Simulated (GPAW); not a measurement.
A calculation with GPAW 26.7.0 of SiO (ASE script, structure typed inline):

File run.py:

```python
from ase import Atoms
from ase.dft.bandgap import bandgap
from ase.io import write
from ase.units import Bohr, GPa
from gpaw import GPAW, PW
from gpaw.elf import elf_from_dft_calculation

atoms = Atoms(['Si', 'O'],
              cell=[[2.80697, 0.0, 0.0],
                    [0.0, 2.80697, 0.0],
                    [0.0, 0.0, 2.80697]],
              scaled_positions=[[0.0, 0.0, 0.0],
                                [0.5, 0.5, 0.5]],
              pbc=True)

calc = GPAW(mode=PW(800),
            xc='PBE',
            kpts={'size': (9, 9, 9), 'gamma': True},
            occupations={'name': 'fermi-dirac', 'width': 0.05},
            nbands=13,
            convergence={'density': 1e-05, 'energy': 1e-05},
            maxiter=150,
            txt='gpaw.txt')
atoms.calc = calc
energy = atoms.get_potential_energy()
forces = atoms.get_forces()
stress = atoms.get_stress()
calc.write('gs.gpw')
write('result.traj', atoms)
print(f'Energy: {energy:.6f} eV')
print('Forces (eV/A):')
print(forces.round(4))
print('Stress (GPa):', (stress / GPa).round(3))
print('Fermi level:', round(calc.get_fermi_level(), 4), 'eV')
print(f'Gap: {bandgap(calc)[0]:.4f} eV, direct: {bandgap(calc, direct=True)[0]:.4f} eV')

# fields on the real-space grid
write('density.cube', atoms, data=calc.get_pseudo_density() * Bohr**3)
write('potential.cube', atoms, data=calc.get_electrostatic_potential())
write('elf.cube', atoms, data=elf_from_dft_calculation(calc).data)
```

Potentials or basis: GPAW PAW data sets (gpaw-data 1.2.1), pw.

Run with:

```bash
$ OMP_NUM_THREADS=1 python run.py
```

The cell was built by a generator and needn't be a form met in nature.

Question: Write the same calculation in another form: native input, structure from a P1 CIF.

Answer: As run:

File run.py:

```python
from ase.io import read
from gpaw import PW
from gpaw.dft import DFT

atoms = read('SiO.cif')

dft = DFT(atoms,
          mode=PW(800),
          xc='PBE',
          kpts={'size': (9, 9, 9), 'gamma': True},
          occupations={'name': 'fermi-dirac', 'width': 0.05},
          nbands=13,
          convergence={'density': 1e-05, 'energy': 1e-05},
          maxiter=150,
          txt='gpaw.txt')
print(f'Energy: {dft.calculate_energy():.6f} eV')
print('Forces (eV/A):')
print(dft.calculate_forces().round(4))
print('Stress (eV/A^3):', dft.calculate_stress().round(6))
dft.write_gpw_file('gs.gpw')
```

SiO.cif

```cif
data_SiO
_cell_length_a 2.80697000
_cell_length_b 2.80697000
_cell_length_c 2.80697000
_cell_angle_alpha 90.00000000
_cell_angle_beta 90.00000000
_cell_angle_gamma 90.00000000
_space_group_name_H-M_alt 'P1'
_space_group_name_Hall 'P 1'
_space_group_IT_number 1
loop_
_space_group_symop_operation_xyz
'x,y,z'
loop_
_atom_site_label
_atom_site_type_symbol
_atom_site_symmetry_multiplicity
_atom_site_Wyckoff_symbol
_atom_site_fract_x
_atom_site_fract_y
_atom_site_fract_z
_atom_site_occupancy
Si1 Si 1 a 0.0000000000 0.0000000000 0.0000000000 1
O1 O 1 a 0.5000000000 0.5000000000 0.5000000000 1
```

Potentials or basis: GPAW PAW data sets (gpaw-data 1.2.1), pw.

The run is started by

```console
$ OMP_NUM_THREADS=1 python run.py
```

Both were run:

|  | ASE script, structure typed inline | native input, structure from a P1 CIF |
| --- | --- | --- |
| Pressure | 0.5 GPa | 0.5 GPa |
| Band gap on the k mesh | none (metal or under the smearing width) | none (metal or under the smearing width) |

Keys that steer only the numerical path or the files written may differ.
